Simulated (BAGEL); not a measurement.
# PBE0/def2-SVP (density fitting with qzvpp-jkfit) run of Si2H5OF (SMILES F[SiH2]O[SiH3])

Aim: the energy change on altering one bond length of Si2H5OF at PBE0/def2-SVP (density fitting with qzvpp-jkfit), from 2 runs. 

The results are computed with BAGEL 1.2.2.

1 further run of the same task is left out (set aside as unsound or not needed). Runs told in other sessions of the task aren't counted.

## 1. The system as given

Si2H5OF has 9 atoms, charge 0, and is taken as a singlet. As SMILES, `F[SiH2]O[SiH3]`. The coordinates come from a PBE0-D4/def2-TZVP relaxation. This is one conformer, not always the lowest.

Bond lengths: F1–Si2 1.594 Å, Si2–O3 1.616 Å, O3–Si4 1.641 Å, Si2–H5 1.476 Å, Si2–H6 1.480 Å, Si4–H7 1.482 Å, Si4–H8 1.483 Å, Si4–H9 1.486 Å. Some angles: F1–Si2–O3 109.6°, Si2–O3–Si4 148.9°, F1–Si2–H5 107.7°, F1–Si2–H6 107.0°, O3–Si2–H5 108.7°, O3–Si2–H6 110.5°, O3–Si4–H7 108.1°, O3–Si4–H8 109.6°, O3–Si4–H9 109.9°, H5–Si2–H6 113.2°.

## 2. A single-point energy at PBE0/def2-SVP (density fitting with qzvpp-jkfit)

Input file job.json:

```json
{ "bagel": [

{
  "title": "molecule",
  "basis": "svp",
  "df_basis": "qzvpp-jkfit",
  "angstrom": true,
  "geometry": [
    { "atom": "F", "xyz": [   -1.694000,    1.210500,   -1.272300 ] },
    { "atom": "Si", "xyz": [   -0.171500,    1.320100,   -0.812600 ] },
    { "atom": "O", "xyz": [    0.351200,   -0.127900,   -0.321100 ] },
    { "atom": "Si", "xyz": [    0.285400,   -1.347000,    0.774900 ] },
    { "atom": "H", "xyz": [    0.623200,    1.737300,   -1.984500 ] },
    { "atom": "H", "xyz": [   -0.123700,    2.293600,    0.301100 ] },
    { "atom": "H", "xyz": [    1.618500,   -1.993000,    0.825600 ] },
    { "atom": "H", "xyz": [   -0.738800,   -2.335100,    0.357400 ] },
    { "atom": "H", "xyz": [   -0.061900,   -0.805000,    2.114200 ] }
  ]
},
{ "title": "ks", "xc_func": "pbe0", "charge": 0 },
{ "title": "print", "file": "orbitals.molden", "orbitals": true }

]}
```

Run with:

```console
$ BAGEL_NUM_THREADS=1 BAGEL job.json > job.out
```

Output:

```text
* using 1 threads per process

  ===============================================================
  ===============================================================

  *** Geometry ***

  { "atom" : "F", "xyz" : [     -3.201196,      2.287513,     -2.404299 ] },
  { "atom" : "Si", "xyz" : [     -0.324088,      2.494627,     -1.535591 ] },
  { "atom" : "O", "xyz" : [      0.663672,     -0.241696,     -0.606791 ] },
  { "atom" : "Si", "xyz" : [      0.539328,     -2.545461,      1.464349 ] },
  { "atom" : "H", "xyz" : [      1.177677,      3.283021,     -3.750161 ] },
  { "atom" : "H", "xyz" : [     -0.233759,      4.334276,      0.568997 ] },
  { "atom" : "H", "xyz" : [      3.058522,     -3.766224,      1.560158 ] },
  { "atom" : "H", "xyz" : [     -1.396130,     -4.412699,      0.675388 ] },
  { "atom" : "H", "xyz" : [     -0.116974,     -1.521230,      3.995259 ] },

  Number of auxiliary basis functions:      500

  Since a DF basis is specified, we compute 2- and 3-index integrals:
    o Being stored without compression. Storage requirement is 0.032 GB

  Number of basis functions:       89
  Number of electrons      :       50

    * METHOD: MOLECULE                             0.18

  *** Kohn-Sham DFT ***

    * Removing 15215 points whose weight is below 1.00e-10
    * Grid points: 118939

  === Nuclear Repulsion ===
   231.1779326507

       - DIIS with orbital gradients will be used.

  === KS iteration (pbe0 / svp) ===
      0       -724.88909804          0.11891048           0.39
      1       -670.33205588          0.11806159           0.35
      2       -596.95315801          0.21612378           0.35
      3       -734.44346920          0.10249933           0.35
      4       -744.79328052          0.06276879           0.36
      5       -754.53693596          0.05429865           0.35
      6       -756.15315770          0.02024236           0.35
      7       -756.38203614          0.00950998           0.33
      8       -756.40484480          0.00696030           0.33
      9       -756.43514437          0.00130665           0.33
     10       -756.43630608          0.00034489           0.31
     11       -756.43637555          0.00004070           0.32
     12       -756.43637638          0.00000574           0.32
     13       -756.43637639          0.00000211           0.33
     14       -756.43637640          0.00000056           0.33
     15       -756.43637640          0.00000030           0.32
     16       -756.43637640          0.00000007           0.33
     17       -756.43637640          0.00000001           0.33
    * SCF iteration converged.

    * Permanent dipole moment:
           (   -0.372181,     0.047161,    -0.306737) a.u.

    * METHOD: KS                                   6.66

    * METHOD: PRINT                                0.01

  ===============================================================
```

Wall time 7.2 s (1 thread of AMD EPYC 9R45 (Zen 5), shared host); peak memory 0.51 GiB.

## 3. The distorted shape, same level

Input file job.json:

```json
{ "bagel": [

{
  "title": "molecule",
  "basis": "svp",
  "df_basis": "qzvpp-jkfit",
  "angstrom": "true",
  "geometry": [
    { "atom": "F", "xyz": [      -0.464929,       2.396250,      -0.771287 ] },
    { "atom": "Si", "xyz": [       1.057571,       2.505850,      -0.311587 ] },
    { "atom": "O", "xyz": [       1.580271,       1.057850,       0.179913 ] },
    { "atom": "Si", "xyz": [       1.514471,      -0.161250,       1.275913 ] },
    { "atom": "H", "xyz": [       1.852271,       2.923050,      -1.483487 ] },
    { "atom": "H", "xyz": [       1.105371,       3.479350,       0.802113 ] },
    { "atom": "H", "xyz": [       2.847571,      -0.807250,       1.326613 ] },
    { "atom": "H", "xyz": [      -0.738800,      -2.335100,       0.357400 ] },
    { "atom": "H", "xyz": [       1.167171,       0.380750,       2.615213 ] }
  ]
},

{
  "title": "ks",
  "xc_func": "pbe0"
},

{
  "title": "print",
  "file": "orbitals.molden",
  "orbitals": "true"
}

]}
```

Run with:

```console
$ BAGEL_NUM_THREADS=1 BAGEL job.json > job.out
```

Output:

```text
* using 1 threads per process

  ===============================================================
  ===============================================================

  *** Geometry ***

  { "atom" : "F", "xyz" : [     -0.878588,      4.528256,     -1.457521 ] },
  { "atom" : "Si", "xyz" : [      1.998520,      4.735370,     -0.588814 ] },
  { "atom" : "O", "xyz" : [      2.986279,      1.999047,      0.339986 ] },
  { "atom" : "Si", "xyz" : [      2.861935,     -0.304718,      2.411126 ] },
  { "atom" : "H", "xyz" : [      3.500285,      5.523764,     -2.803384 ] },
  { "atom" : "H", "xyz" : [      2.088848,      6.575019,      1.515774 ] },
  { "atom" : "H", "xyz" : [      5.381129,     -1.525481,      2.506935 ] },
  { "atom" : "H", "xyz" : [     -1.396130,     -4.412699,      0.675388 ] },
  { "atom" : "H", "xyz" : [      2.205634,      0.719513,      4.942036 ] },

  Number of auxiliary basis functions:      500

  Since a DF basis is specified, we compute 2- and 3-index integrals:
    o Being stored without compression. Storage requirement is 0.032 GB

  Number of basis functions:       89
  Number of electrons      :       50

    * METHOD: MOLECULE                             0.18

  *** Kohn-Sham DFT ***

    * Removing 14241 points whose weight is below 1.00e-10
    * Grid points: 119913

  === Nuclear Repulsion ===
   226.9084557898

       - DIIS with orbital gradients will be used.

  === KS iteration (pbe0 / svp) ===
      0       -725.36424570          0.11785273           0.39
      1       -680.71426190          0.11908562           0.33
      2       -639.11543695          0.20171868           0.34
      3       -736.15414188          0.10214326           0.34
      4       -746.07536909          0.06179283           0.33
      5       -754.00041100          0.05286369           0.32
      6       -755.92798984          0.01754515           0.33
      7       -755.88786255          0.01185508           0.33
      8       -756.15480892          0.00851094           0.35
      9       -756.25869505          0.00331924           0.34
     10       -756.24847951          0.00364580           0.32
     11       -756.25290209          0.00328464           0.33
     12       -756.25495319          0.00305234           0.35
     13       -756.26854774          0.00056222           0.34
     14       -756.26863206          0.00038829           0.33
     15       -756.26883505          0.00007173           0.33
     16       -756.26883916          0.00003314           0.33
     17       -756.26884055          0.00000990           0.31
     18       -756.26884067          0.00000111           0.33
     19       -756.26884067          0.00000066           0.32
     20       -756.26884067          0.00000021           0.32
     21       -756.26884067          0.00000002           0.32
     22       -756.26884067          0.00000001           0.32
     23       -756.26884067          0.00000000           0.32
    * SCF iteration converged.

    * Permanent dipole moment:
           (   -1.076020,    -0.782275,    -0.527538) a.u.

    * METHOD: KS                                   8.54

    * METHOD: PRINT                                0.01

  ===============================================================
```

Wall time 9 s (1 thread of AMD EPYC 9R45 (Zen 5), shared host); peak memory 0.51 GiB.

## 4. Summary of results

At PBE0/def2-SVP (density fitting with qzvpp-jkfit):

| quantity | value |
| --- | --- |
| first shape: total energy | -756.43638 Eh |
| first shape: dipole moment | 1.23 D |
| first shape: HOMO energy | -8.91 eV |
| first shape: LUMO energy | 0.51 eV |
| first shape: HOMO–LUMO gap | 9.42 eV |
| distorted shape: total energy | -756.26884 Eh |
| distorted shape: dipole moment | 3.64 D |
| distorted shape: HOMO energy | -6.39 eV |
| distorted shape: LUMO energy | -3.59 eV |
| distorted shape: HOMO–LUMO gap | 2.80 eV |
| energy change with the Si4–H8 bond stretched from 1.483 to 3.263 Å | 4.559 eV |

In words: One bond (distorted shape) is far stretched, which a spin-restricted single reference describes badly; a broken-symmetry solution may lie lower. With the Si4–H8 bond stretched from 1.483 to 3.263 Å the energy rises by 4.56 eV (440 kJ/mol). The first shape isn't relaxed at this level, so the change isn't measured from a minimum. A restricted reference can't describe the breaking bond well at this length.
